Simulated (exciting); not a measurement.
# TiSn (Fm-3m) in exciting: optical spectrum with RPBE

Aim: the optical spectrum of TiSn with RPBE.

Program: exciting (release sodium). These are calculated values, not measurements. Logs are shortened: lines on timing, memory, paths and dates and some standing lists are left out, and cuts for length are marked.

## 1. Starting point

It takes space group Fm-3m (No. 225, cubic). The conventional cell has a = 5.601 Å, b = 5.601 Å, c = 5.601 Å, α = 90.00°, β = 90.00°, γ = 90.00°. Around Ti (site symmetry m-3m) lie 6 Sn at 2.80 Å. Sn (site symmetry m-3m) has 6 Ti at 2.80 Å as nearest neighbours.

The cell was built by a generator and needn't be a form met in nature.

## 2. Optical spectrum, RPBE

run_exciting.py

```python
import subprocess
import xml.etree.ElementTree as ET
from ase.io import read
from ase.units import Bohr

atoms = read("TiSn.xyz")
rmt = {'Ti': 2.0, 'Sn': 2.3}  # bohr
tasks = """
<groundstate do="fromscratch" ngridk="5 5 5" rgkmax="8" gmaxvr="14" lmaxapw="10" lmaxmat="10" lmaxvr="8" stype="Fermi Dirac" swidth="0.00036749" nempty="32" ValenceRelativity="iora*" epsengy="1e-05" epspot="1e-05" maxscl="60" outputlevel="normal" vkloff="0.5 0.5 0.5" lradstep="2" niterconvcheck="3" nosym="true">
  <libxc exchange="XC_GGA_X_RPBE" correlation="XC_GGA_C_PBE"/>
</groundstate>
<properties>
  <momentummatrix/>
  <dielmat intraband="false" wmax="0.5" wgrid="200" swidth="0.01" tevout="true">
    <epscomp>1 1</epscomp>
    <epscomp>2 2</epscomp>
    <epscomp>3 3</epscomp>
  </dielmat>
</properties>
"""

root = ET.Element("input")
ET.SubElement(root, "title").text = "TiSn"
structure = ET.SubElement(root, "structure", speciespath="./", tshift="false")
crystal = ET.SubElement(structure, "crystal", scale="1.0")
for vector in atoms.cell / Bohr:
    ET.SubElement(crystal, "basevect").text = " ".join(f"{x:.12f}" for x in vector)
symbols = atoms.get_chemical_symbols()
for element in dict.fromkeys(symbols):
    species = ET.SubElement(structure, "species", speciesfile=element + ".xml", rmt=str(rmt[element]))
    for symbol, position in zip(symbols, atoms.get_scaled_positions(wrap=False)):
        if symbol == element:
            ET.SubElement(species, "atom", coord=" ".join(f"{x:.12f}" for x in position))
root.extend(ET.fromstring("<tasks>" + tasks + "</tasks>"))
ET.indent(root)
ET.ElementTree(root).write("input.xml")
subprocess.run(["exciting_smp"], check=True)
```

TiSn.xyz

```xyz
2
Lattice="0.0000000000 2.8005500000 2.8005500000 2.8005500000 0.0000000000 2.8005500000 2.8005500000 2.8005500000 0.0000000000" Properties=species:S:1:pos:R:3 pbc="T T T"
Ti     0.0000000000      0.0000000000      0.0000000000
Sn     2.8005500000      2.8005500000      2.8005500000
```

Potentials or basis: all-electron LAPW+lo, shipped species files, valence relativity iora*.

The run is started by

```bash
$ OMP_NUM_THREADS=1 python run_exciting.py
```

Standard output:

```text
================================================================================
EXCITING SODIUM started
[... 10 lines left out ...]

 Lattice vectors (cartesian) :
      0.0000000000      5.2922725017      5.2922725017
      5.2922725017      0.0000000000      5.2922725017
      5.2922725017      5.2922725017      0.0000000000

 Reciprocal lattice vectors (cartesian) :
     -0.5936188381      0.5936188381      0.5936188381
      0.5936188381     -0.5936188381      0.5936188381
      0.5936188381      0.5936188381     -0.5936188381

 Unit cell volume                           :     296.4535054283
 Brillouin zone volume                      :       0.8367255199

 Species :    1 (Ti)
     parameters loaded from                 :    Ti.xml
     name                                   :    titanium
     nuclear charge                         :     -22.00000000
     electronic charge                      :      22.00000000
     atomic mass                            :   87256.20311000
     muffin-tin radius                      :       2.00000000
     # of radial points in muffin-tin       :     349

     atomic positions (lattice) :
       1 :   0.00000000  0.00000000  0.00000000

 Species :    2 (Sn)
     parameters loaded from                 :    Sn.xml
     name                                   :    tin
     nuclear charge                         :     -50.00000000
     electronic charge                      :      50.00000000
     atomic mass                            :  216395.09200000
     muffin-tin radius                      :       2.30000000
     # of radial points in muffin-tin       :     399

     atomic positions (lattice) :
       1 :   0.50000000  0.50000000  0.50000000

 Total number of atoms per unit cell        :       2

 Spin treatment                             :    spin-unpolarised

 Number of Bravais lattice symmetries       :       1
 Number of crystal symmetries               :       1

 k-point grid                               :       5    5    5
 k-point offset :       0.500000  0.500000  0.500000
 Total number of k-points                   :     125
 k-point set is reduced with crystal symmetries

 R^MT_min * |G+k|_max (rgkmax)              :       8.00000000
 Species with R^MT_min                      :       1 (Ti)
 Maximum |G+k| for APW functions            :       4.00000000
 Maximum |G| for potential and density      :      14.00000000

 G-vector grid sizes                        :      36    36    36
 Total number of G-vectors                  :   13803

 Maximum angular momentum used for
     APW functions                          :      10
     computing H and O matrix elements      :      10
     potential and density                  :       8
     inner part of muffin-tin               :       2

 Total nuclear charge                       :     -72.00000000
 Total electronic charge                    :      72.00000000
 Total core charge                          :      40.00000000
 Total valence charge                       :      32.00000000

 Number of empty states                     :      32
 Total number of valence states             :      49

 Maximum Hamiltonian size                   :     362
 Maximum number of plane-waves              :     332
 Total number of local-orbitals             :      30

 Exchange-correlation type                  :     100
     libxc; exchange: Hammer, Hansen, and Norskov; correlation: Perdew, Burke & Ernzerhof (see libxc for references)

 Smearing scheme                            :    Fermi-Dirac
 Smearing width                             :       0.00036749

 Using multisecant Broyden potential mixing
[... 16 lines left out ...]
+ SCF iteration number :    1                                                  +
++++++++++++++++++++++++++++++++++++++++++++++++++++++++++++++++++++++++++++++++
 Total energy                               :     -6851.62695546
 _______________________________________________________________
 Fermi energy                               :         0.45986909
 Kinetic energy                             :      7467.81339509
 Coulomb energy                             :    -14116.43823385
 Exchange energy                            :      -199.36722326
 Correlation energy                         :        -3.63489344

 DOS at Fermi energy (states/Ha/cell)       :        58.06306464

 Electron charges :
     core                                   :        40.00000000
     core leakage                           :         0.00093237
     valence                                :        32.00000000
     interstitial                           :         8.18136677
     charge in muffin-tin spheres :
                  atom     1    Ti          :        17.75886335
                  atom     2    Sn          :        46.05976988
     total charge in muffin-tins            :        63.81863323
     total charge                           :        72.00000000

++++++++++++++++++++++++++++++++++++++++++++++++++++++++++++++++++++++++++++++++
+ SCF iteration number :    2                                                  +
++++++++++++++++++++++++++++++++++++++++++++++++++++++++++++++++++++++++++++++++
 Total energy                               :     -6976.82495224
 _______________________________________________________________
 Fermi energy                               :         0.39578689
 Kinetic energy                             :      7402.93498135
 Coulomb energy                             :    -14173.44602976
 Exchange energy                            :      -202.65732542
 Correlation energy                         :        -3.65657841

 DOS at Fermi energy (states/Ha/cell)       :         0.30213931

 Electron charges :
     core                                   :        40.00000000
     core leakage                           :         0.00053493
     valence                                :        32.00000000
     interstitial                           :         6.34610879
     charge in muffin-tin spheres :
                  atom     1    Ti          :        18.26115254
                  atom     2    Sn          :        47.39273867
     total charge in muffin-tins            :        65.65389121
     total charge                           :        72.00000000

 RMS change in effective potential (target) :  0.482471      ( 0.100000E-04)
 Absolute change in total energy   (target) :   125.198      ( 0.100000E-04)
 Charge distance                   (target) :  0.707357E-01  ( 0.100000E-04)

++++++++++++++++++++++++++++++++++++++++++++++++++++++++++++++++++++++++++++++++
+ SCF iteration number :    3                                                  +
++++++++++++++++++++++++++++++++++++++++++++++++++++++++++++++++++++++++++++++++
 Total energy                               :     -7011.68749330
 _______________________________________________________________
 Fermi energy                               :         0.34297953
 Kinetic energy                             :      7384.30644465
 Coulomb energy                             :    -14188.55344671
 Exchange energy                            :      -203.77991691
 Correlation energy                         :        -3.66057433

 DOS at Fermi energy (states/Ha/cell)       :        59.05072334

 Electron charges :
     core                                   :        40.00000000
     core leakage                           :         0.00045636
     valence                                :        32.00000000
     interstitial                           :         5.52815647
     charge in muffin-tin spheres :
                  atom     1    Ti          :        19.14446179
                  atom     2    Sn          :        47.32738175
     total charge in muffin-tins            :        66.47184353
     total charge                           :        72.00000000
[... 436 lines left out ...]
 DOS at Fermi energy (states/Ha/cell)       :        17.09080215

 Electron charges :
     core                                   :        40.00000000
     core leakage                           :         0.00039545
     valence                                :        32.00000000
     interstitial                           :         4.97239600
     charge in muffin-tin spheres :
                  atom     1    Ti          :        19.51137385
                  atom     2    Sn          :        47.51623014
     total charge in muffin-tins            :        67.02760400
     total charge                           :        72.00000000

 RMS change in effective potential (target) :  0.267979E-08  ( 0.100000E-04)
 Absolute change in total energy   (target) :  0.571530E-06  ( 0.100000E-04)
 Charge distance                   (target) :  0.109738E-08  ( 0.100000E-04)

++++++++++++++++++++++++++++++++++++++++++++++++++++++++++++++++++++++++++++++++
+ SCF iteration number :   20                                                  +
++++++++++++++++++++++++++++++++++++++++++++++++++++++++++++++++++++++++++++++++
 Total energy                               :     -7033.38172747
 _______________________________________________________________
 Fermi energy                               :         0.29666353
 Kinetic energy                             :      7367.56051037
 Coulomb energy                             :    -14192.88008903
 Exchange energy                            :      -204.39969594
 Correlation energy                         :        -3.66245287

 DOS at Fermi energy (states/Ha/cell)       :        17.09080570

 Electron charges :
     core                                   :        40.00000000
     core leakage                           :         0.00039545
     valence                                :        32.00000000
     interstitial                           :         4.97239601
     charge in muffin-tin spheres :
                  atom     1    Ti          :        19.51137384
                  atom     2    Sn          :        47.51623014
     total charge in muffin-tins            :        67.02760399
     total charge                           :        72.00000000

 RMS change in effective potential (target) :  0.388436E-08  ( 0.100000E-04)
 Absolute change in total energy   (target) :  0.171548E-06  ( 0.100000E-04)
 Charge distance                   (target) :  0.118387E-08  ( 0.100000E-04)

++++++++++++++++++++++++++++++++++++++++++++++++++++++++++++++++++++++++++++++++
| Convergency criteria checked for the last 3 iterations                       +
| Convergence targets achieved. Performing final SCF iteration                 +
++++++++++++++++++++++++++++++++++++++++++++++++++++++++++++++++++++++++++++++++
 Total energy                               :     -7033.38172713
 _______________________________________________________________
 Fermi energy                               :         0.29666353
 Kinetic energy                             :      7367.56051041
 Coulomb energy                             :    -14192.88008875
 Exchange energy                            :      -204.39969592
 Correlation energy                         :        -3.66245287

 DOS at Fermi energy (states/Ha/cell)       :        17.09080758

 Electron charges :
     core                                   :        40.00000000
     core leakage                           :         0.00039545
     valence                                :        32.00000000
     interstitial                           :         4.97239600
     charge in muffin-tin spheres :
                  atom     1    Ti          :        19.51137386
                  atom     2    Sn          :        47.51623014
     total charge in muffin-tins            :        67.02760400
     total charge                           :        72.00000000

++++++++++++++++++++++++++++++++++++++++++++++++++++++++++++++++++++++++++++++++
[... 12 lines left out ...]
| EXCITING SODIUM stopped                                                      =
================================================================================
```

It took 7.8 min on 1 thread of Intel Xeon Platinum 8375C at 2.90GHz (Ice Lake), shared host; peak memory 0.39 GiB.

What came out:

* All electrons inside the program's atomic spheres: Ti 19.51; Sn 47.52 (radii Ti 2.0, Sn 2.3 bohr)

Levels at points of the mesh, in eV from the Fermi level:
```
           k point  band 13  band 14  band 15  band 16  band 17  band 18  band 19  band 20
(0.50, 0.50, 0.50)    -7.10    -4.69    -1.52    -1.52     0.91     0.91     1.37     5.23
```

Dielectric function (mean over the directions given):
| energy (eV) | real part | imaginary part |
| --- | --- | --- |
| 0.27 | 119.72 | 81.74 |
| 0.61 | 3.23 | 84.86 |
| 0.95 | 0.02 | 35.94 |
| 1.29 | 6.09 | 27.92 |
| 1.63 | 3.13 | 26.30 |
| 1.97 | 1.38 | 20.37 |
| 2.31 | 3.01 | 18.70 |
| 2.65 | 2.33 | 19.70 |
| 2.99 | -2.11 | 18.55 |
| 3.33 | -3.24 | 15.60 |
| 3.67 | -4.45 | 12.90 |
| 4.01 | -3.82 | 10.19 |
| 4.35 | -2.84 | 9.91 |
| 4.69 | -4.08 | 8.94 |
| 5.03 | -3.63 | 7.52 |
| 5.37 | -3.27 | 7.29 |
| 5.71 | -4.46 | 6.05 |
| 6.05 | -3.64 | 4.40 |
| 6.39 | -2.87 | 3.87 |
| 6.73 | -1.90 | 3.24 |
| 7.08 | -0.92 | 4.04 |
| 7.42 | -1.35 | 4.72 |
| 7.76 | -2.03 | 4.81 |
| 8.10 | -3.05 | 4.19 |
| 8.44 | -3.20 | 3.15 |
| 8.78 | -2.89 | 2.39 |
| 9.12 | -2.33 | 1.89 |
| 9.46 | -2.05 | 1.85 |
| 9.80 | -2.01 | 1.66 |
| 10.14 | -1.83 | 1.38 |
| 10.48 | -1.67 | 1.17 |
| 10.82 | -1.44 | 0.96 |
| 11.16 | -1.26 | 0.88 |
| 11.50 | -1.10 | 0.75 |
| 11.84 | -0.90 | 0.67 |
| 12.18 | -0.76 | 0.67 |
| 12.52 | -0.73 | 0.61 |
| 12.86 | -0.57 | 0.53 |
| 13.20 | -0.47 | 0.50 |
| 13.54 | -0.38 | 0.50 |

Caveat: spectra need much finer meshes, so this one isn't converged; independent-particle spectra lack excitons.
